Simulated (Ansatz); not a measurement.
# C3H7BO2: the cost of one run

Program: the Python package of Ansatz 0.2.0. Level of theory: CAM-B3LYP/def2-SVP. These are calculated values, not measurements.

**1. The system**

Bond lengths: C1–C2 1.335 Å, C2–B3 1.572 Å, B3–O4 1.461 Å, B3–O5 1.475 Å, O5–C6 1.408 Å, C1–H7 1.086 Å, C1–H8 1.085 Å, C2–H9 1.085 Å, O4–H10 0.991 Å, C6–H11 1.115 Å, C6–H12 1.115 Å, C6–H13 1.109 Å. Angles (14 of 17 angles, heavy atoms first): C1–C2–B3 122.2°, C2–B3–O4 119.5°, C2–B3–O5 120.8°, O4–B3–O5 119.7°, B3–O5–C6 108.7°, C1–C2–H9 119.4°, B3–C2–H9 118.5°, C2–C1–H7 121.6°, C2–C1–H8 119.8°, B3–O4–H10 104.7°, O5–C6–H11 111.8°, O5–C6–H12 111.6°, O5–C6–H13 108.4°, H7–C1–H8 118.6°.

No structure file is read: the coordinates are typed or built in the script.

**2. The script**

The input, opt.py:

```python
# -*- coding: utf-8 -*-
"""Minimum-energy structure of C3H7BO2."""

import itertools
import logging
import sys

import ansatz as az
from ase import Atoms
from ase.data import atomic_numbers, covalent_radii
import numpy as np
import pandas as pd

logging.basicConfig(stream=sys.stdout, format="[%(levelname)s] %(message)s")
logger = logging.getLogger("run")
logger.setLevel(logging.INFO)

BASIS_SET = "def2-SVP"
XC = "cam_b3lyp"


def main():
    atoms = Atoms(["C", "C", "B", "O", "O", "C", "H", "H", "H", "H", "H", "H", "H"], positions=[
        (1.9731, 0.4091, -0.5254),
        (1.3776, 0.0914, 0.6268),
        (-0.0158, -0.6348, 0.6762),
        (-0.5867, -1.0075, 1.9685),
        (-0.7196, -1.0033, -0.5662),
        (-1.6096, 0.0337, -0.9055),
        (1.5175, 0.1774, -1.4837),
        (2.9359, 0.9095, -0.5154),
        (1.8668, 0.3369, 1.564),
        (-1.143, -0.2312, 2.2314),
        (-1.0733, 0.9916, -1.0989),
        (-2.3942, 0.1721, -0.1261),
        (-2.1286, -0.2449, -1.8456),
    ])
    system = az.Crystal.molecule_from_ase(atoms)

    model = (
        system.calculation()
        .basis(gaussian=BASIS_SET)
        .functional(XC)
    )
    symbols = [site.symbol for site in system.cartesian_sites]
    start = np.array([site.position_ang for site in system.cartesian_sites], dtype=float)
    def progress(event):
        if event["event"] == "relax_step":
            row = event["data"]
            logger.info(f"step {row['step']:3d}  E = {row['lagrangian_ev']:.6f} eV  largest force component {row['allowed_force_max_ev_ang']:.4f} eV/A")


    data = model.relax(force_tolerance=0.005).session().plan().execute(on_event=progress).report
    end = np.array(data["positions_ang"])

    logger.info("reference energy %16.6f eV" % data["reference_energy_ev"])
    logger.info("total energy     %16.6f eV" % data["free_energy_ev"])
    print("occupied orbitals outside the frozen core (up, down):", data["n_occupied"], " frozen:", data["n_frozen"], " virtual:", data["n_virtual"])

    # pairs closer than 1.2 times the sum of covalent radii, before or after
    radius = [covalent_radii[atomic_numbers[s]] for s in symbols]
    span = lambda where, i, j: np.linalg.norm(where[i] - where[j])
    bonded = [(i, j) for i, j in itertools.combinations(range(len(symbols)), 2) if min(span(start, i, j), span(end, i, j)) < 1.2 * (radius[i] + radius[j])]
    logger.info("pair        before    after (A)")
    for i, j in bonded:
        print(f"{symbols[i]}{i}-{symbols[j]}{j}".ljust(10), f"{span(start, i, j):8.4f} {span(end, i, j):8.4f}")

    charges = data["charge_distribution"]
    table = pd.DataFrame({"atom": symbols, "mulliken": charges["mulliken_charges_e"], "lowdin": charges["lowdin_charges_e"]})
    print(table.round(3).to_string())
    print("dipole (e A):", np.round(charges["dipole_moment_e_ang"], 4) + 0.0)


if __name__ == "__main__":
    main()
```

**3. The calls as engine input**

The package turns the script's settings into the engine's input:

```yaml
crystal:
  periodic: [false, false, false]
  atoms:
    - { symbol: C, position_ang: [1.9731, 0.4091, -0.5254] }
    - { symbol: C, position_ang: [1.3776, 0.0914, 0.6268] }
    - { symbol: B, position_ang: [-0.0158, -0.6348, 0.6762] }
    - { symbol: O, position_ang: [-0.5867, -1.0075, 1.9685] }
    - { symbol: O, position_ang: [-0.7196, -1.0033, -0.5662] }
    - { symbol: C, position_ang: [-1.6096, 0.0337, -0.9055] }
    - { symbol: H, position_ang: [1.5175, 0.1774, -1.4837] }
    - { symbol: H, position_ang: [2.9359, 0.9095, -0.5154] }
    - { symbol: H, position_ang: [1.8668, 0.3369, 1.564] }
    - { symbol: H, position_ang: [-1.143, -0.2312, 2.2314] }
    - { symbol: H, position_ang: [-1.0733, 0.9916, -1.0989] }
    - { symbol: H, position_ang: [-2.3942, 0.1721, -0.1261] }
    - { symbol: H, position_ang: [-2.1286, -0.2449, -1.8456] }
basis:
  gaussian:
    orbitals: def2-SVP
hamiltonian:
  xc: cam_b3lyp
relax:
  f_tol: 0.005
```

**4. Running it**

On the command line:

```console
> python opt.py
```

**Question.** How long does this script take on 1 thread of Arm Neoverse V1, shared host, and how much memory does it need?

About 3.7 min, with a peak of 0.44 GiB.
